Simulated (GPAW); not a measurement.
# ScF3 in GPAW: the effect of strain hydrostatic

ScF3:

```
Sc F
1.0
     3.85195    0.00000    0.00000
     0.00000    3.85195    0.00000
     0.00000    0.00000    3.85195
Sc F
1 3
Cartesian
  0.0000 0.0000 0.0000
  0.0000 0.0000 1.9260
  0.0000 1.9260 0.0000
  1.9260 0.0000 0.0000
```

Alike in all runs:

* Program: GPAW 26.7.0
* Task: band structure
* Functional: PBEsol
* Potentials or basis: PAW data sets generated in the run's folder for this functional
* Cutoff: 800 eV
* Basis: pw
* k mesh: 7 × 7 × 7
* Occupations: fermi-dirac, width 0.05 eV
* Spin: no spin polarisation
* Maxiter: 150
* Band path: GXMGRX,MR
* Band points: 100

```tsv
strain hydrostatic	gap on the mesh (eV)	pressure (GPa)
-0.04	6.91	15.3
-0.02	6.61	6.3
-0.01	6.45	2.7
0	6.30	-0.5
0.01	6.15	-3.3
0.02	5.99	-5.7
0.04	?	?
```

Task: What does the run with strain hydrostatic 0.04 give?

Result: gap on the mesh 5.68 eV; pressure -9.5 GPa.

Worked out: A straight line through the other rows of the gap on the mesh, of slope -15.3 eV per unit of strain hydrostatic, extrapolates to 5.69 eV, against the run's 5.68. A parabola through the other rows of the pressure, of slope -113 GPa per unit of strain hydrostatic there, extrapolates to -8.9 GPa, against the run's -9.5.

Caveats: the density grid can change from cell to cell, which puts small steps into energies and stress.

A k mesh can miss the band edges.
